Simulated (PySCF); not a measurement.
# Ne: basis, grid and Hamiltonian

Aim: see how much the energy and properties of Ne depend on the numerical set-up.

The runs use PySCF 2.14.0; each script names its method and basis.

1 further run of the same task is left out (it didn't finish).

**1. The atom**

Ne: 1 atom, charge 0, spin multiplicity 1.

**2. The run that the others are compared with**

File input.py:

```python
from pyscf import gto, dft

mol = gto.M(
    atom='Ne 0 0 0',
    basis='jorge-dzp',
    charge=0,
    spin=0,
    verbose=3,
)
mf = dft.RKS(mol, xc='pw91')
mf.kernel()
mf.analyze()
print('orbital energies (hartree):', mf.mo_energy[..., max(0, mol.nelec[1]-3):mol.nelec[0]+3].round(4))
```

On the command line:

```console
> OMP_NUM_THREADS=1 python input.py
```

The log of this run is left out.

In short: E(SCF) = -128.911691 Eh.

**3. Density fitting cc-pvdz-jkfit**

Edit 1 changes density fitting: none → cc-pvdz-jkfit.

File input.py:

```python
from pyscf import gto, dft

mol = gto.M(
    atom='Ne 0 0 0',
    basis='jorge-dzp',
    charge=0,
    spin=0,
    verbose=3,
)
mf = dft.RKS(mol, xc='pw91')
mf = mf.density_fit(auxbasis='cc-pvdz-jkfit')
mf.kernel()
mf.analyze()
print('orbital energies (hartree):', mf.mo_energy[..., max(0, mol.nelec[1]-3):mol.nelec[0]+3].round(4))
```

On the command line:

```console
> OMP_NUM_THREADS=1 python input.py
```

**4. Integration grid (50, 194)**

Edit 2 changes integration grid: default → (50, 194).

Changes to input.py since step 2:

```diff
@@ -10,2 +10,3 @@
 mf = dft.RKS(mol, xc='pw91')
+mf.grids.atom_grid = (50, 194)
 mf.kernel()
```

**5. Cartesian functions on**

Edit 3 changes Cartesian functions: off → on.

Changes to input.py since step 2:

```diff
@@ -7,2 +7,3 @@
     spin=0,
+    cart=True,
     verbose=3,
```

**6. Def2-svpd**

Edit 4 changes basis set: jorge-dzp → def2-svpd.

Changes to input.py since step 2:

```diff
@@ -4,3 +4,3 @@
     atom='Ne 0 0 0',
-    basis='jorge-dzp',
+    basis='def2-svpd',
     charge=0,
```

**7. Integration grid 2**

Edit 5 changes integration grid: default → 2.

Changes to input.py since step 2:

```diff
@@ -10,2 +10,3 @@
 mf = dft.RKS(mol, xc='pw91')
+mf.grids.level = 2
 mf.kernel()
```

**8. Density fitting auto**

Edit 6 changes density fitting: none → auto.

Changes to input.py since step 2:

```diff
@@ -10,2 +10,3 @@
 mf = dft.RKS(mol, xc='pw91')
+mf = mf.density_fit()
 mf.kernel()
```

Before running it: what results should come out? Wanted: for each run, E(SCF); from base; gap.

The runs gave:

| run | E(SCF) (hartree) | from base (eV) | gap (eV) | functions |
| --- | --- | --- | --- | --- |
| base | -128.911691 | 0 | 36.70 | 15 |
| density fitting cc-pvdz-jkfit | -128.911704 | -0.0003 | 36.70 | 15 |
| integration grid (50, 194) | -128.911691 | 0.0000 | 36.70 | 15 |
| Cartesian functions on | -128.912501 | -0.0220 | 36.71 | n/a |
| def2-svpd | -128.786917 | +3.3953 | 16.62 | 23 |
| integration grid 2 | -128.911691 | 0.0000 | 36.70 | 15 |
| density fitting auto | -128.912622 | -0.0253 | 36.61 | 15 |

What this shows: No change of the SCF energy comes from integration grid (50, 194) or integration grid 2. Of the runs whose energies can be compared, “def2-svpd” moves the SCF energy most (+3.395 eV). def2-svpd (23 functions) gives an energy 3.40 eV higher than jorge-dzp (15); size alone doesn't order basis sets of different families.
